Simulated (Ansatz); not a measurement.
# CH4GeOS: how energies converge with the basis set

An exercise on one series of results from a longer session: the logs are not shown, and one member is left open.

Method: one geometry, several basis sets; program: Ansatz 0.2.0, Gaussian basis.

The runs, in order: PBE0-D4/def2-SVP; ωB97M-V/def2-SVP; PBE0-D4/def2-QZVPP; ωB97M-V/def2-QZVPP; the functionals' def2-TZVPP values are taken from earlier runs.

## Structure used throughout

The geometry comes from an earlier relaxation with PBE0-D4 in a triple-zeta def2 set; it is a stationary point, not always the lowest conformer.

SMILES `C[O][Ge][SH]`, 8 atoms, charge 0, spin multiplicity 1.

Atoms are counted from 1 here; the program's logs count them from 0.

Bond lengths: C1–O2 1.403 Å, C1–H5 1.096 Å, C1–H6 1.096 Å, C1–H7 1.093 Å, O2–Ge3 1.779 Å, Ge3–S4 2.268 Å, S4–H8 1.343 Å. Angles: O2–C1–H5 111.7°, O2–C1–H6 111.7°, O2–C1–H7 108.3°, H5–C1–H6 108.6°, H5–C1–H7 108.1°, H6–C1–H7 108.2°, C1–O2–Ge3 131.2°, O2–Ge3–S4 103.1°, Ge3–S4–H8 98.3°.

Coordinates:

```xyz
8
CH4GeOS
C    -0.2206    0.9840    0.0619
O    -0.7391    0.0655    0.9871
Ge   -0.5282   -1.6950    1.1367
S     0.8476   -2.1973   -0.5948
H     0.8750    1.0119    0.0880
H    -0.5411    0.7544   -0.9610
H    -0.5926    1.9784    0.3201
H     0.9913   -0.9591   -1.0938
```

The first run:

Contents of in.yaml:

```yaml
crystal:
  periodic: [false, false, false]
  atoms:
    - {symbol: C, position_ang: [-0.220601, 0.983984, 0.061920]}
    - {symbol: O, position_ang: [-0.739067, 0.065547, 0.987148]}
    - {symbol: Ge, position_ang: [-0.528203, -1.695032, 1.136730]}
    - {symbol: S, position_ang: [0.847565, -2.197308, -0.594766]}
    - {symbol: H, position_ang: [0.874987, 1.011887, 0.087959]}
    - {symbol: H, position_ang: [-0.541110, 0.754431, -0.960992]}
    - {symbol: H, position_ang: [-0.592629, 1.978385, 0.320118]}
    - {symbol: H, position_ang: [0.991258, -0.959094, -1.093815]}
basis:
  gaussian: {orbitals: def2-SVP}
hamiltonian: {xc: pbe0, dispersion: d4}
output: {orbitals: {seedname: orbitals}}
```

Launch:

```bash
ansatz run in.yaml --threads 4 --pin off --events-out ev --progress --plain --max-ram 10444MiB
```

Steps of the session up to this table: PBE0-D4 in def2-SVP; ωB97M-V in def2-SVP; PBE0-D4 in def2-QZVPP; ωB97M-V in def2-QZVPP.

One table of the session follows, with a row left open; its other results are not shown here.

It belongs to the step «Functionals by basis». 

| functional | basis | HOMO (eV) | LUMO (eV) |
| --- | --- | --- | --- |
| PBE0-D4 | def2-SVP | -7.26 | -1.83 |
| PBE0-D4 | def2-TZVPP | -7.34 | -1.94 |
| PBE0-D4 | def2-QZVPP | ? | ? |
| ωB97M-V | def2-SVP | -9.29 | 0.13 |
| ωB97M-V | def2-TZVPP | -9.40 | -0.02 |
| ωB97M-V | def2-QZVPP | -9.45 | -0.15 |

**Question.** Estimate the row for PBE0-D4, def2-QZVPP.

The run gave: HOMO (eV): -7.38; LUMO (eV): -2.00. In the column «HOMO (eV)» it lies between ωB97M-V, def2-SVP (-9.29) and PBE0-D4, def2-TZVPP (-7.34).
